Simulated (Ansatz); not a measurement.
# ClFH4O3Ti: the cost of one run

Method: RKS PBE0-D4/def2-SVP, in Ansatz 0.2.0.

## (1) The starting structure

Bond lengths: Ti1–Cl2 2.720 Å, Ti1–O3 1.920 Å, O3–H4 1.010 Å, Ti1–O5 1.919 Å, O5–H6 1.010 Å, Ti1–O7 1.919 Å, O7–H8 1.010 Å, Ti1–F9 2.130 Å. Angles: Cl2–Ti1–O3 109.5°, Cl2–Ti1–O5 109.5°, Cl2–Ti1–O7 109.5°, Cl2–Ti1–F9 71.6°, O3–Ti1–O5 109.5°, O3–Ti1–O7 109.5°, O3–Ti1–F9 67.1°, O5–Ti1–O7 109.5°, O5–Ti1–F9 72.9°, O7–Ti1–F9 176.5°, Ti1–O3–H4 109.5°, Ti1–O5–H6 109.5°, Ti1–O7–H8 109.5°.

Coordinates:

```xyz
10

Ti    0.0000    0.0000    0.0000
Cl    0.0000    0.0000    2.7200
O     1.8106    0.0000   -0.6394
H     2.1269   -0.9521   -0.7560
O    -0.9043    1.5667   -0.6394
H    -1.8621    1.3360   -0.8617
O    -0.9043   -1.5667   -0.6394
H    -1.3590   -2.0324    0.1330
F     1.1171    1.6846    0.6716
H     0.8247    1.2437    1.8444
```

## (2) A restrained relaxation towards end A

Springs on the bonds that form and break draw the guess towards this end; the thresholds are loose.

input.yaml

```yaml
crystal:
  periodic: [false, false, false]
  atoms:
    - { symbol: Ti, position_ang: [0.0, 0.0, 0.0] }
    - { symbol: Cl, position_ang: [0.0, 0.0, 2.72] }
    - { symbol: O, position_ang: [1.8106, 0.0, -0.6394] }
    - { symbol: H, position_ang: [2.1269, -0.9521, -0.756] }
    - { symbol: O, position_ang: [-0.9043, 1.5667, -0.6394] }
    - { symbol: H, position_ang: [-1.8621, 1.336, -0.8617] }
    - { symbol: O, position_ang: [-0.9043, -1.5667, -0.6394] }
    - { symbol: H, position_ang: [-1.359, -2.0324, 0.133] }
    - { symbol: F, position_ang: [1.1171, 1.6846, 0.6716] }
    - { symbol: H, position_ang: [0.8247, 1.2437, 1.8444] }
basis:
  gaussian: { orbitals: def2-SVP }
hamiltonian:
  xc: pbe0
  dispersion: d4
relax:
  f_tol: 0.15
  max_steps: 25
  restrain:
    - { distance: [0, 8], at: 3.03, k: 30.0 }
    - { distance: [9, 1], at: 2.57, k: 30.0 }
    - { distance: [0, 1], at: 2.37, k: 30.0 }
    - { distance: [9, 8], at: 0.92, k: 30.0 }
```

Started as:

```bash
ansatz run input.yaml --threads 4 --pin off --max-ram 5120MiB --backend cpu --events-out ev --progress --plain --runs-dir out
```

**Question.** How long does this run take on 4 threads of Arm Neoverse V1, shared host, and how much memory does it need?

About 38 s, with a peak of 0.35 GiB.
